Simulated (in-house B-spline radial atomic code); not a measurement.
# Tl³⁸⁺: binding energies from hole states

How much more does a second hole in Tl³⁸⁺ cost because of the first?

Program: in-house B-spline radial atomic code version 1. Level of theory: Dirac-Hartree-Fock, average of configuration, Fermi nucleus, basis-set limit. These are calculated values, not measurements, unless marked.

**1. The atom as given**

* element: thallium (Z = 81)
* charge: +38
* electrons: 43
* configuration: [Kr] 4d7
* Hamiltonian: Dirac-Coulomb
* nucleus: Fermi, rms radius 5.476 fm

Outer shells as boxes (Hund's rule):

[Kr] 4d7
```
[Kr] core
4d [↑↓][↑↓][↑ ][↑ ][↑ ]
```

The boxes draw the filling by Hund's rule, which heavy ions in jj coupling don't follow; these runs average over all states of the configuration.

The run's settings:

```ini
Z = 81
electrons = 43.0
configuration = [Kr] 4d7
hamiltonian = dirac
method = hf
spin_polarised = False
nucleus = fermi
rms_radius = 5.4759
mass_number = 205
atomic_mass = 204.974427318
speed_of_light = 137.035999084
```

This reference run was done before. Its total energy is -19421.676265 hartree, and its levels are (the highest eight at most):

```csv
orbital,occupation,energy (eV),<r> (bohr)
3p3/2,4,-4608.33,0.1812
3d3/2,4,-4141.32,0.1578
3d5/2,6,-4041.09,0.1624
4s1/2,2,-2309.39,0.3637
4p1/2,2,-2178.54,0.3612
4p3/2,4,-2036.29,0.3849
4d3/2,2.8,-1833.05,0.3756
4d5/2,4.2,-1803.87,0.3826
```

Single holes known from earlier runs (ΔSCF): 1s 87662.2 eV, 2s 17083.0 eV, 3s 5362.88 eV, 3p1/2 5072.88 eV, 3p3/2 4600.06 eV, 3d3/2 4130.48 eV, 3d5/2 4031.01 eV, 4p3/2 2034.98 eV.

**2. The 3p3/2 and 3p1/2 holes**

In configurations, a minus sign after the shell means j = l − 1/2 and a plus sign j = l + 1/2; the count of electrons follows.

The run's settings:

```ini
Z = 81
electrons = 41.0
configuration = 1s2 2s2 2p6 3s2 3p-1 3p+3 3d10 4s2 4p6 4d7
hamiltonian = dirac
method = hf
spin_polarised = False
nucleus = fermi
rms_radius = 5.4759
mass_number = 205
atomic_mass = 204.974427318
speed_of_light = 137.035999084
```

**3. The 2s and 4p3/2 holes**

Changes to the settings of step 2:

```diff
@@ -2,3 +2,3 @@
 electrons = 41.0
-configuration = 1s2 2s2 2p6 3s2 3p-1 3p+3 3d10 4s2 4p6 4d7
+configuration = 1s2 2s1 2p6 3s2 3p6 3d10 4s2 4p-2 4p+3 4d7
 hamiltonian = dirac
```

**4. The 2s and 3d3/2 holes**

Changes to the settings of step 3:

```diff
@@ -2,3 +2,3 @@
 electrons = 41.0
-configuration = 1s2 2s1 2p6 3s2 3p6 3d10 4s2 4p-2 4p+3 4d7
+configuration = 1s2 2s1 2p6 3s2 3p6 3d-3 3d+6 4s2 4p6 4d7
 hamiltonian = dirac
```

**5. The 3s and 3d5/2 holes**

Changes to the settings of step 4:

```diff
@@ -2,3 +2,3 @@
 electrons = 41.0
-configuration = 1s2 2s1 2p6 3s2 3p6 3d-3 3d+6 4s2 4p6 4d7
+configuration = 1s2 2s2 2p6 3s1 3p6 3d-4 3d+5 4s2 4p6 4d7
 hamiltonian = dirac
```

**6. The 1s and 1s holes**

Changes to the settings of step 5:

```diff
@@ -2,3 +2,3 @@
 electrons = 41.0
-configuration = 1s2 2s2 2p6 3s1 3p6 3d-4 3d+5 4s2 4p6 4d7
+configuration = 2s2 2p6 3s2 3p6 3d10 4s2 4p6 4d7
 hamiltonian = dirac
```

**Question.** What does each hole state cost in eV, and how does that compare with the orbital energies or single holes?

The runs gave:

| two holes | ΔSCF (eV) | less the two single holes (eV) |
| --- | --- | --- |
| 3p3/2 and 3p1/2 | 9789.79 | 116.85 |
| 2s and 4p3/2 | 19198.4 | 80.47 |
| 2s and 3d3/2 | 21375.9 | 162.41 |
| 3s and 3d5/2 | 9513.86 | 119.97 |
| 1s and 1s | 176787.8 | 1463.50 |

**Reading.** Two holes cost more than the sum of each, because the second electron leaves a more charged ion. The excess runs from 80.5 eV (2s and 4p3/2) to 1463.5 eV (1s and 1s); it tends to be largest where both holes are compact. Two partly filled shells share a symmetry and can mix in the average, which may lower the energy, in these hole states: 2s and 3d3/2; 3s and 3d5/2; 3d3/2; 3d5/2. Values are for the free ion, measured from the vacuum level.
